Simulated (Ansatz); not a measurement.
**SiGeH₂ (triplet): from Hartree-Fock to the top rungs, cc-pVDZ**

How much of the correlation energy of SiGeH₂ (triplet) does each wave-function method recover here?

Computed with Ansatz 0.2.0, Gaussian basis. Level: cc-pVDZ, core rule «outside noble gas», up to 19 orbitals frozen.

The runs, in order: UHF; CCSD(T) on ROHF; CCSD(T) on UHF; BCCD(T) on ROHF; CISD; CCSDT(Q) on ROHF; CCSDT(Q) on UHF; CASSCF and MRCISD+Q, 10 electrons in 10 orbitals; CASSCF and NEVPT2, 10 electrons in 10 orbitals.

25 further runs of the same task are left out: 10 that didn't finish, 15 set aside as unsound or not needed.

**1. What is computed**

The geometry is a PBE0/def2-TZVP stationary point (not a proven minimum). No spin-orbit coupling is included. The filled d shell of Ge may be among the frozen orbitals whatever the setting's name suggests; the logs give the count.

4 atoms, charge 0, spin multiplicity 3.

Atoms are counted from 1 here; the program's logs count them from 0.

Bond lengths: Si1–Ge2 2.342 Å, Si1–H3 1.495 Å, Si1–H4 1.495 Å. Angles: Ge2–Si1–H3 127.1°, Ge2–Si1–H4 127.1°, H3–Si1–H4 105.7°.

**2. UHF**

in.yaml

```yaml
crystal:
  periodic: [false, false, false]
  atoms:
    - {symbol: Si, position_ang: [0.000000, 0.000000, 1.638136]}
    - {symbol: Ge, position_ang: [0.000000, 0.000000, -0.703890]}
    - {symbol: H, position_ang: [0.000000, 1.191949, 2.541160]}
    - {symbol: H, position_ang: [0.000000, -1.191949, 2.541160]}
basis:
  gaussian: {orbitals: cc-pVDZ}
magnetization: {spin_polarized: true, initial_magnetization: 2}
hamiltonian: {xc: hf}
output: {orbitals: {seedname: orbitals}}
```

On the command line:

```console
> ansatz run in.yaml --threads 1 --pin off --events-out ev --progress --plain --max-ram 2393MiB
```

After this run come: CCSD(T) on ROHF; CCSD(T) on UHF; BCCD(T) on ROHF; CISD; CCSDT(Q) on ROHF; CCSDT(Q) on UHF; CASSCF and MRCISD+Q, 10 electrons in 10 orbitals; CASSCF and NEVPT2, 10 electrons in 10 orbitals.

Before running them: what should the planned runs give, taken together? Wanted: UCCSDT(Q) below the RHF energy; RMP2 from UCCSDT(Q); UMP2 from UCCSDT(Q); RCCSD from UCCSDT(Q); RCCSD(T) from UCCSDT(Q); UCCSD(T) from UCCSDT(Q); RCCSDT(Q) from UCCSDT(Q); NEVPT2 valence from UCCSDT(Q); MRCISD+Q valence from UCCSDT(Q).

**Answer**, as computed:

| quantity | value |
| --- | --- |
| UCCSDT(Q) below the RHF energy | -5.2516 eV |
| RMP2 from UCCSDT(Q) | +113.8 kJ/mol |
| UMP2 from UCCSDT(Q) | +116.9 kJ/mol |
| RCCSD from UCCSDT(Q) | +20.5 kJ/mol |
| RCCSD(T) from UCCSDT(Q) | +4.8 kJ/mol |
| UCCSD(T) from UCCSDT(Q) | +4.5 kJ/mol |
| RCCSDT(Q) from UCCSDT(Q) | +0.4 kJ/mol |
| NEVPT2 valence from UCCSDT(Q) | +91.9 kJ/mol |
| MRCISD+Q valence from UCCSDT(Q) | +2.5 kJ/mol |
| levels within 1 kcal/mol (43 meV) | RCCSDT, UCCSDT, RCCSDT(Q), MRCISD+Q valence |
| T1 diagnostic | 0.019 |
| effectively unpaired electrons | 2.04 |

In words: RCCSD(T) misses by +4.8 kJ/mol, 0.9 % of the correlation energy. One determinant dominates. Of the multireference levels listed MRCISD+Q valence comes nearest in total energy (+2.5 kJ/mol), which doesn't show that its space is the better one. These misses are within one basis, not against nature; the frozen cores of restricted and unrestricted runs differ, which can shift their rows.
